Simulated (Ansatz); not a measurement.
# F3H2InS: up Jacob's ladder to CCSD(T)

How much do the methods differ for F3H2InS? The plan is to run it at one geometry with functionals of several rungs and with coupled cluster, and see how far each lands from CCSD(T) at the basis-set limit for the atomisation energy.

The runs use Ansatz 0.2.0, Gaussian basis; functionals in def2-TZVPP, the program's frozen cores in correlated methods.

Levels to be run: LDA (SPW92), PBE-D4, revPBE-D4, BLYP-D4, r2SCAN-D4, B97M-V, PBE0-D4, B3LYP-D4, r2SCANh-D4, r2SCAN0-D4, HSE06-D4, BHLYP-D4, CAM-B3LYP-D4, LC-ωPBE, ωB97X-V, ωB97M-V, B2PLYP, PBE-QIDH; CCSD(T)/def2-SVP; CCSD(T)/def2-TZVPP; MP2/def2-QZVPP; extrapolation to the limit; RPA on PBE.

## 1. The geometry

An earlier PBE0-D4 in a triple-zeta def2 set relaxation fixed the geometry. In takes the def2 core potential; no spin-orbit term is included.

SMILES `[F][In-]([F])([F])[SH2+]`, 7 atoms, charge 0, spin multiplicity 1.

Atoms are counted from 1 here; the program's logs count them from 0.

Bond lengths: F1–In2 1.933 Å, In2–F3 1.946 Å, In2–F4 1.946 Å, In2–S5 2.676 Å, S5–H6 1.347 Å, S5–H7 1.347 Å. Angles: F1–In2–F3 119.1°, F1–In2–F4 119.2°, F1–In2–S5 107.7°, F3–In2–F4 116.8°, F3–In2–S5 92.0°, F4–In2–S5 92.2°, In2–S5–H6 88.9°, In2–S5–H7 89.0°, H6–S5–H7 93.1°.

## 2. LDA

This LDA is Slater exchange with PW92 correlation.

in.yaml reads:

```yaml
crystal:
  periodic: [false, false, false]
  atoms:
    - {symbol: F, position_ang: [1.283224, -1.699945, 1.638177]}
    - {symbol: In, position_ang: [0.094480, -1.048966, 0.259978]}
    - {symbol: F, position_ang: [-1.805489, -0.884044, 0.648785]}
    - {symbol: F, position_ang: [0.591996, -1.277599, -1.607484]}
    - {symbol: S, position_ang: [0.390070, 1.607414, 0.120012]}
    - {symbol: H, position_ang: [-0.951673, 1.729828, 0.116368]}
    - {symbol: H, position_ang: [0.458590, 1.505312, -1.221633]}
basis:
  gaussian: {orbitals: def2-TZVPP}
hamiltonian: {xc: lda}
output: {orbitals: {seedname: orbitals}}
```

Further steps of the session: PBE-D4 (GGA); revPBE-D4 (GGA); BLYP-D4 (GGA); r2SCAN-D4 (meta-GGA); B97M-V (meta-GGA); PBE0-D4 (hybrid); B3LYP-D4 (hybrid); r2SCANh-D4 (hybrid); r2SCAN0-D4 (hybrid); HSE06-D4 (hybrid); BHLYP-D4 (hybrid); CAM-B3LYP-D4 (range-separated); LC-ωPBE-D4 (range-separated); ωB97X-V (range-separated); ωB97M-V (range-separated); B2PLYP (double hybrid); PBE-QIDH (double hybrid); CCSD(T) in def2-SVP; CCSD(T) in def2-TZVPP; MP2 in def2-QZVPP; RPA on PBE orbitals.

Q: Predict the results of all the runs planned. Wanted: atomisation energy, CCSD(T)/CBS; farthest beyond LDA; mean size of error, GGA; mean size of error, meta-GGA; mean size of error, hybrid; mean size of error, range-separated; mean size of error, double hybrid; gap, smallest and largest; T1 diagnostic.

The runs gave:

| quantity | value |
| --- | --- |
| atomisation energy, CCSD(T)/CBS | 21.794 eV |
| functionals within 0.218 eV (1.0 %) | PBE-D4, ωB97X-V |
| farthest beyond LDA | BHLYP-D4 (-1.830 eV) |
| mean size of error, GGA | 0.423 eV |
| mean size of error, meta-GGA | 0.250 eV |
| mean size of error, hybrid | 1.001 eV |
| mean size of error, range-separated | 0.286 eV |
| mean size of error, double hybrid | 0.821 eV |
| gap, smallest and largest | 5.01 eV (LDA (SPW92)), 12.77 eV (LC-ωPBE) |
| T1 diagnostic | 0.0158 |
| triples share of the correlation energy | 3.1 % |

What this shows: The LDA atomisation energy is off by 3.489 eV (16 %): it overbinds. PBE-D4 is off by +0.064 eV. Double hybrids carry the basis error of their MP2 part in triple zeta, and no dispersion term here, so their miss is partly the set-up's. By mean error the best rung here is meta-GGA (0.250 eV) and the worst beyond LDA is hybrid (1.001 eV). The gap between the best rungs is small, so their order is not settled. The mean of the hybrids holds BHLYP, with half exact exchange. The reference freezes the cores and leaves out spin-orbit coupling and excitations past (T), and its outer-core shells are covered unevenly, so misses under about 0.218 eV can't be ranked. All levels share the lack of spin-orbit coupling, which lowers the free heavy atoms and so the true binding. Hartree-Fock recovers 66 % of the binding; the rest is correlation. CCSD(T) in def2-SVP is off by -2.006 eV, so the small basis spoils what the method gains. The gap grows from 5.0 to 12.8 eV across the functionals, mostly with the share of exact exchange. Correlated methods include outer-core shells of In, which these sets cover unevenly.
